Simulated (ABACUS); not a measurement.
**TaN in ABACUS: the effect of dispersion**

Crystal: TaN.

```
Ta N
1.0
     0.00000    2.13452    2.13452
     2.13452    0.00000    2.13452
     2.13452    2.13452    0.00000
Ta N
1 1
Direct
  0.50000 0.50000 0.50000
  0.00000 0.00000 0.00000
```

The cell isn't the ideal one: volume scaled by 0.94.

Alike in all runs:

| Property | Result |
| --- | --- |
| Program | ABACUS 3.10.1 |
| Task | equation of state |
| Functional | PBEsol |
| Potentials or basis | PseudoDojo NC SR 0.4.1 PBE standard |
| Cutoff | 1361 eV |
| Density cutoff | 5442 eV |
| Basis | DZP LCAO (the cutoffs set its grid) |
| k mesh | 7 × 7 × 7 |
| Occupations | fermi-dirac, width 0.05 eV |
| Spin | no spin polarisation |

```csv
dispersion,pressure (GPa)
none,33.5
D3,26.6
D3(BJ),?
D3(BJ)+ABC,27.1
```

What does the run with dispersion D3(BJ) give?

Pressure 25.1 GPa.

Caveats: all runs use coarse meshes; the atomic orbitals were generated for these runs and aren't a published set; the potentials were made for another functional, which shifts forces and pressure; the basis of atomic orbitals isn't converged, which shifts pressures, moduli and gaps; pairwise dispersion overbinds metals, which lowers pressure and volume (some runs).
